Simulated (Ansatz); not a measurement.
# AlBH₅NO: up Jacob's ladder to CCSD(T)

An exercise on one series of results from a longer session: the logs are not shown, and one member is left open.

Program: Ansatz 0.2.0, Gaussian basis. Level of theory: functionals in def2-TZVPP, the program's frozen cores in correlated methods. These are calculated values, not measurements.

Plan: LDA (SPW92), PBE-D4, revPBE-D4, BLYP-D4, r2SCAN-D4, B97M-V, PBE0-D4, B3LYP-D4, r2SCANh-D4, r2SCAN0-D4, HSE06-D4, BHLYP-D4, CAM-B3LYP-D4, LC-ωPBE, ωB97X-V, ωB97M-V, B2PLYP, PBE-QIDH; CCSD(T)/def2-SVP; CCSD(T)/def2-TZVPP; MP2/def2-QZVPP; extrapolation to the limit; RPA on PBE.

## The relaxed structure

The geometry comes from an earlier relaxation with PBE0-D4 in a triple-zeta def2 set; it is a stationary point, not always the lowest conformer.

SMILES `B[O][AlH][NH2]`, 9 atoms, charge 0, spin multiplicity 1.

Atoms are counted from 1 here; the program's logs count them from 0.

Bond lengths: B1–O2 1.331 Å, B1–H5 1.206 Å, B1–H6 1.206 Å, O2–Al3 1.686 Å, Al3–N4 1.758 Å, Al3–H7 1.570 Å, N4–H8 1.007 Å, N4–H9 1.007 Å. Angles: O2–B1–H5 119.7°, O2–B1–H6 119.7°, H5–B1–H6 120.6°, B1–O2–Al3 179.3°, O2–Al3–N4 118.1°, O2–Al3–H7 119.7°, N4–Al3–H7 122.2°, Al3–N4–H8 125.5°, Al3–N4–H9 124.0°, H8–N4–H9 110.5°.

The first run:

The input, in.yaml:

```yaml
crystal:
  periodic: [false, false, false]
  atoms:
    - {symbol: B, position_ang: [-1.965254, 0.694372, 0.564683]}
    - {symbol: O, position_ang: [-0.698374, 0.292745, 0.495386]}
    - {symbol: Al, position_ang: [0.906805, -0.220068, 0.427122]}
    - {symbol: N, position_ang: [1.570040, -0.660516, -1.140749]}
    - {symbol: H, position_ang: [-2.227901, 1.865724, 0.451985]}
    - {symbol: H, position_ang: [-2.840762, -0.116433, 0.737597]}
    - {symbol: H, position_ang: [1.757401, -0.290211, 1.745436]}
    - {symbol: H, position_ang: [1.071665, -0.635209, -2.015170]}
    - {symbol: H, position_ang: [2.515081, -0.976803, -1.283490]}
basis:
  gaussian: {orbitals: def2-TZVPP}
hamiltonian: {xc: lda}
output: {orbitals: {seedname: orbitals}}
```

Launch:

```sh
$ ansatz run in.yaml --threads 2 --pin off --events-out ev --progress --plain --max-ram 4352MiB
```

Among the steps run: LDA; PBE-D4 (GGA); revPBE-D4 (GGA); BLYP-D4 (GGA); r2SCAN-D4 (meta-GGA); B97M-V (meta-GGA); B3LYP-D4 (hybrid); r2SCANh-D4 (hybrid); r2SCAN0-D4 (hybrid); HSE06-D4 (hybrid); BHLYP-D4 (hybrid); CAM-B3LYP-D4 (range-separated); LC-ωPBE (range-separated); ωB97X-V (range-separated); ωB97M-V (range-separated); B2PLYP (double hybrid); PBE-QIDH (double hybrid).

One of the session's tables, all rows but one given; the rest of the session is left out.

It belongs to the step «Frontier levels by functional». 

| functional | HOMO (eV) | gap (eV) |
| --- | --- | --- |
| LDA (SPW92) | -6.25 | 4.67 |
| PBE-D4 | -6.13 | 4.84 |
| revPBE-D4 | -6.08 | 4.90 |
| BLYP-D4 | -6.03 | 4.86 |
| r2SCAN-D4 | -6.42 | 5.56 |
| B97M-V | -6.51 | 5.50 |
| PBE0-D4 | -7.53 | 7.26 |
| B3LYP-D4 | -7.30 | 6.78 |
| r2SCANh-D4 | -6.94 | 6.43 |
| r2SCAN0-D4 | -7.73 | 7.74 |
| HSE06-D4 | -7.12 | 6.47 |
| BHLYP-D4 | -8.86 | 9.49 |
| CAM-B3LYP-D4 | -8.97 | 9.75 |
| LC-ωPBE | -10.37 | 12.26 |
| ωB97X-V | -10.00 | 11.76 |
| ωB97M-V | ? | ? |

**Question.** Estimate the row for ωB97M-V.

As computed: HOMO (eV): -9.89; gap (eV): 11.33. In the column «HOMO (eV)» it lies between ωB97X-V (-10.00) and CAM-B3LYP-D4 (-8.97).
